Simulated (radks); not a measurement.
**Taking charge from the 4d level of Sb⁺ in fractions**

The task here is to estimate one member of a computed series from the others.

Program: radks (a radial shooting solver on a logarithmic mesh, Libxc functionals) version 1. Level of theory: Dirac Kohn-Sham, PBE, spin-unpolarised, spherical densities, finite nucleus; open shells fill j = l - 1/2 first. These are calculated values, not measurements, unless marked.

### The atom as given

```
element            : antimony (Z = 51)
charge             : +1
electrons          : 50
configuration      : [Kr] 4d(3/2: 4, 5/2: 6) 5s2 5p2
nuclear rms radius : 4.6802 fm
```

A shell typed twice in an input gives the lower j, then the higher j.

Set-up of the first run:

Input:

```text
Z 51
configuration [Kr] 4d4 4d6 5s2 5p2
relativity Dirac
functional pbe,pbe
spin unpolarised
j_filling energy
nucleus finite rms 4.6802 fm
c 137.035999084
```

Among the steps run: Start: [Kr] 4d(3/2: 4, 5/2: 6) 5s2 5p2.

One table of the session follows, with a row left open; its other results are not shown here.

It belongs to the step «Start: [Kr] 4d(3/2: 4, 5/2: 6) 5s2 5p2». From the orbitals of this run (lengths in bohr):

```
level     <r>  outermost maximum (interpolated)  90 % within  nodes
4s1/2  0.7908                             0.723         1.14      3
4p1/2  0.8325                             0.746         1.22      2
4p3/2  0.8616                             0.771         1.27      2
4d3/2   1.021                             0.842         1.58      1
4d5/2   1.035                             0.851         1.60      1
5s1/2   2.164                              1.88         3.17      4
5p1/2       ?                                 ?            ?      ?
5p3/2   2.716                              2.29         4.05      3
```

**Question.** Estimate the row for 5p1/2.

As computed: <r>: 2.613; outermost maximum (interpolated): 2.20; 90 % within: 3.89; nodes: 3. In the column «<r>» it lies between 5s1/2 (2.164) and 5p3/2 (2.716).
